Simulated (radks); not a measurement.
**The first electron to leave Kr**

One table from this session's results is given with a row withheld; the runs are named, their logs left out.

Program: radks (a radial shooting solver on a logarithmic mesh, Libxc functionals) version 1. Level of theory: Dirac Kohn-Sham, relativistic LDA (MacDonald-Vosko exchange, VWN5 correlation), spin-unpolarised, spherical densities, finite nucleus. These are calculated values, not measurements, unless marked.

### What is computed

| Quantity | Value |
| --- | --- |
| element | krypton (Z = 36) |
| charge | 0 |
| electrons | 36 |
| configuration | [Kr] |
| nuclear rms radius | 4.1884 fm |

A shell typed twice in an input gives the lower j, then the higher j.

The first run:

Settings of this run:

```text
Z 36
configuration [Kr]
relativity Dirac
functional lda_x_rel,vwn5
spin unpolarised
j_filling energy
nucleus finite rms 4.1884 fm
c 137.035999084
```

Among the steps run: The parent, Kr.

One of the session's tables, all rows but one given; the rest of the session is left out.

It belongs to the step «The parent, Kr». From the orbitals of this run (lengths in bohr):

```
level     <r>  outermost maximum (interpolated)  90 % within  nodes
3s1/2  0.5320                             0.468        0.792      2
3p1/2  0.5346                             0.458        0.816      1
3p3/2  0.5452                             0.467        0.832      1
3d3/2  0.5541                             0.409        0.909      0
3d5/2  0.5580                             0.411        0.915      0
4s1/2   1.570                              1.34         2.34      3
4p1/2       ?                                 ?            ?      ?
4p3/2   1.961                              1.56         3.04      2
```

Estimate the missing values for 4p1/2.

The run gave: <r>: 1.912; outermost maximum (interpolated): 1.52; 90 % within: 2.96; nodes: 2. In the column «<r>» it lies between 4s1/2 (1.570) and 4p3/2 (1.961).

To keep in mind: Spin polarisation and multiplet splitting are left out, so open shells lie too high by an amount that depends on their filling.
